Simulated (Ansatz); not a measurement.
# Ge2Sb2Te5: a line through an energy map

How does the energy of Ge₂Sb₂Te₅ (P-3m1, No. 164; 9 atoms in the cell) vary with lattice constant a (and b), at lattice constant c = 18.388 Å?

Program: Ansatz 0.2.0. Level of theory: DFT PBE, scalar-relativistic, plane waves, PAW. These are calculated values, not measurements.

17 further runs of the same task are left out: 17 set aside as unsound or not needed.

## (1) The structure to begin with

It takes space group P-3m1 (No. 164, trigonal). The conventional cell has a = 4.264 Å, b = 4.264 Å, c = 18.087 Å, α = 90.00°, β = 90.00°, γ = 120.00°. Around Ge (site symmetry 3m) lie 6 Te at 2.84 to 3.32 Å. Around Sb (site symmetry 3m) lie 6 Te at 3.02 to 3.19 Å. Around Te (site symmetry -3m) lie 6 Sb at 3.19 Å. Around Te (site symmetry 3m) lie 3 Sb at 3.02 Å and 3 Ge at 3.32 Å. Te (site symmetry 3m) has 3 Ge at 2.84 Å as nearest neighbours.

As a file:

```xyz
9
Lattice="4.2640 0.0000 0.0000 -2.1320 3.6927 0.0000 0.0000 0.0000 18.0865" Properties=species:S:1:pos:R:3 pbc="T T T"
Ge    0.0000    0.0000    5.9952
Ge    0.0000    0.0000   12.0914
Sb    0.0000    2.4618    2.0285
Sb    2.1320    1.2309   16.0581
Te    0.0000    0.0000    0.0000
Te    0.0000    2.4618   14.3130
Te    2.1320    1.2309    3.7736
Te    0.0000    2.4618    7.4110
Te    2.1320    1.2309   10.6756
```

It goes back to an entry of the Materials Project, which need not be the stable form.

It is the result of an earlier relaxation at this level (volume 31.64 Å³/atom; gap on the mesh: 0.18 eV).

## (2) What is varied

The energy is mapped over the lattice constants a and c of the conventional cell.

The axes are (1) lattice constant a (and b): 7 values from 3.966 to 4.562 Å; (2) lattice constant c: 7 values from 17.182 to 18.991 Å.

Nothing else is relaxed (fractional coordinates fixed). Energies count from the relaxed crystal. Points are written as (first, second).

## (3) Grid point (4.065 Å, 18.388 Å)

Contents of input.yaml:

```yaml
crystal:
  lattice:
    - [4.065, 0.0, 0.0]
    - [-2.0325, 3.5203932664, 0.0]
    - [0.0, 0.0, 18.388]
  atoms:
    - { symbol: Ge, position: [0.0, 0.0, 0.331471356] }
    - { symbol: Ge, position: [0.0, 0.0, 0.668528644] }
    - { symbol: Sb, position: [0.3333333333, 0.6666666667, 0.1121550832] }
    - { symbol: Sb, position: [0.6666666667, 0.3333333333, 0.8878449168] }
    - { symbol: Te, position: [0.0, 0.0, 0.0] }
    - { symbol: Te, position: [0.3333333333, 0.6666666667, 0.7913602895] }
    - { symbol: Te, position: [0.6666666667, 0.3333333333, 0.2086397105] }
    - { symbol: Te, position: [0.3333333333, 0.6666666667, 0.4097504733] }
    - { symbol: Te, position: [0.6666666667, 0.3333333333, 0.5902495267] }
basis:
  ecutwfc: 420
kpoints:
  mp_grid: { grid: [9, 9, 2] }
hamiltonian:
  xc: pbe
  pseudopotentials: { kind: paw, azcp: { folder: soft_1 } }
scf:
  occupations: { method: gaussian, width: 0.03 }
output:
  forces: true
  stress: true
  eigenvalues: true
```

Command:

```
> ansatz run input.yaml --threads 2 --pin off --max-ram 4096MiB --backend cpu --events-out ev --progress --plain --runs-dir out
```

The session goes on with these runs: the other points of the line.

What does the calculation give? Wanted: for each run, lattice constant a; energy; slope; pressure; largest force on an atom.

As calculated:

| lattice constant a (and b) (Å) | step | energy (meV/atom) | slope (meV/atom per Å) | pressure (GPa) | band gap on the k-mesh (eV) | largest force on an atom (eV/Å) |
| --- | --- | --- | --- | --- | --- | --- |
| 3.966 | – | 101 | −768 | 7.8 | 0.000 | 0.84 |
| 4.065 | 3 | 41 | −463 | 4.4 | 0.000 | 0.42 |
| 4.165 | 4 | 8 | −190 | 1.6 | 0.000 | 0.10 |
| 4.264 | – | 1.7 | 50 | −0.7 | 0.127 | 0.14 |
| 4.364 | 5 | 17 | 254 | −2.5 | 0.190 | 0.33 |
| 4.463 | 6 | 51 | 422 | −3.9 | 0.160 | 0.49 |
| 4.562 | 7 | 100 | 560 | −5.0 | 0.141 | 0.62 |

Energies count from the relaxed crystal. Rows without a step come from runs not printed here or follow by symmetry. Slopes come from the forces (and the stress, where the cell changes), not from differences of energies.

**Reading.** The lowest point of the line is at 4.264 Å, 1.7 meV/atom from the zero. A fit to energies and slopes at the lowest point and its two neighbours puts the minimum at 4.2421 Å, with a curvature of about 2300 meV/atom per Å². The highest point computed, at 3.966 Å, lies 100 meV/atom above the lowest. The gap on the mesh reads zero on part of the line; semilocal functionals close small gaps early. This is one cut through a surface in two coordinates; the map's lowest point lies off it. The gap on the mesh closes on part of the grid. Spin-orbit coupling is left out, which matters for the bands of Sb, Te.
